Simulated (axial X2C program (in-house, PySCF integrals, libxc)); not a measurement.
# A two-component session on SnS: properties at the nuclei

Wanted for SnS: properties at the nuclei, at the two-component level.

Computed with an in-house X2C program for linear molecules on PySCF integrals. Level: two-component X2C with atomic mean-field terms, Sn dyall-acv3z, S dyall-av3z.

All values are calculated.

**1. Input**

File task.json:

```json
{"zs": [50, 16], "q": 0, "bas": ["dyall-acv3z", "dyall-av3z"], "r0": 2.24, "levels": ["PBE0", "HF", "B3LYP"], "nst": 1, "ff": 1, "thr": -3.5, "nmax": 130, "opt": {"ecut": 60}}
```

Keys: zs atomic numbers; q charge; bas basis sets; r0 starting distance in Å; levels methods (HF also brings MP2); nst determinants followed; ff finite-field run; thr threshold in hartree for freezing inner shells (an s shell follows its p shell); nmax most natural virtual spinors; ecut virtual cutoff in hartree.

On the command line:

```sh
python soeom.py task.json out
```

The runs that follow: Expectation values, lowest determinant; Finite-field coupled cluster.

**Question.** What will these runs give? Wanted: lowest determinant; qzz Sn; qzz S; μ (for each run or level that gives them).

As calculated:

| quantity | value |
| --- | --- |
| lowest determinant | Ω = 0 (closed shell) |
| qzz Sn (a.u.), PBE0 | -6.99 |
| qzz S (a.u.), PBE0 | -0.10 |
| μ (D), PBE0 | -3.44 |
| qzz Sn (a.u.), CCSD(T) | -6.48 |
| qzz S (a.u.), CCSD(T) | -0.25 |
| μ (D), CCSD(T) | -3.16 |

The expectation values come from single determinants, which for open shells can mix terms of unlike spin or miss the lowest Ω, so a determinant need not be a state. qzz is the electric field gradient, eQq0 = 234.96 MHz × Q/barn × qzz; μ is positive if S is the positive end. The operators were transformed with the bare-nucleus X2C matrices. Correlation of the inner shells is missing, which matters for properties at the nucleus.
